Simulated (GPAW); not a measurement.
Runs of GPAW 26.7.0 on TaWC2. Symmetry: R-3m, No. 166, trigonal system. The conventional cell has a = 3.144 Å, b = 3.144 Å, c = 15.305 Å, α = 90.00°, β = 90.00°, γ = 120.00°. W (site symmetry -3m) is surrounded by 6 C at 2.21 Å. Around Ta (site symmetry -3m) lie 6 C at 2.23 Å. C (site symmetry 3m) is surrounded by 3 W at 2.21 Å and 3 Ta at 2.23 Å. The cell comes from a database or a generator and needn't be the stable form of this composition.

| task | level | potentials or basis | k mesh | cutoff (eV) | maxiter | ranks | band path | band points | convergence | gap on the mesh (eV) | pressure (GPa) | largest force (eV/Å) |
| --- | --- | --- | --- | --- | --- | --- | --- | --- | --- | --- | --- | --- |
| single point | TB-mBJ | GPAW PAW data sets for LDA (gpaw-data 1.2.1), pw | 8 × 8 × 8 | 800 | 150 | 4 | - | - | - | none | - | - |
| band structure | r2SCAN | GPAW PAW data sets (gpaw-data 1.2.1), pw | 7 × 7 × 7 | 800 | 150 | 4 | GLB1,BZGX,QFP1Z,LP | 100 | - | - | (a) | - |
| single point | PBE | GPAW PAW data sets (gpaw-data 1.2.1), pw | 10 × 10 × 10 | 800 | 150 | - | - | - | - | none | -2.5 | 0.10 |
| band structure | PBEsol | PAW data sets generated in the run's folder for this functional, pw | 7 × 7 × 7 | 800 | 150 | - | GLB1,BZGX,QFP1Z,LP | 100 | - | - | -10.8 | 0.10 |
| band structure | PBE | GPAW PAW data sets (gpaw-data 1.2.1), pw | 7 × 7 × 7 | 800 | 150 | - | GLB1,BZGX,QFP1Z,LP | 100 | - | - | -2.4 | (b) |
| single point | PBEsol | PAW data sets generated in the run's folder for this functional, pw | 10 × 10 × 10 | 800 | 150 | - | - | - | - | none | -10.9 | 0.12 |
| single point | LDA | the program's PAW data sets (release 1.2.1) made for this functional, pw | 8 × 8 × 8 | 600 | 120 | - | - | - | default | none | -17.8 | 0.12 |

Alike in all rows: no spin polarisation; cell as given; smearing fermi-dirac 0.05 eV.

Task: Fill in the values left out.

Result: (a) -5.7; (b) 0.08.

Caveats: the PAW data sets were made with another functional, which shifts forces and pressure a little (some runs); a model potential gives levels but no total energy (some runs); the cutoff is short for stress and forces, so pressures can be off by a GPa or more (some runs); so large a pressure means that the cell lies far from this level's equilibrium, or that cutoff or potentials fall short (some runs).

A k mesh can miss the band edges, and the runs leave out spin-orbit coupling on Ta, W.

A gap of «none» marks a metal or a gap under the smearing width.

Not every run made on this cell is shown here.
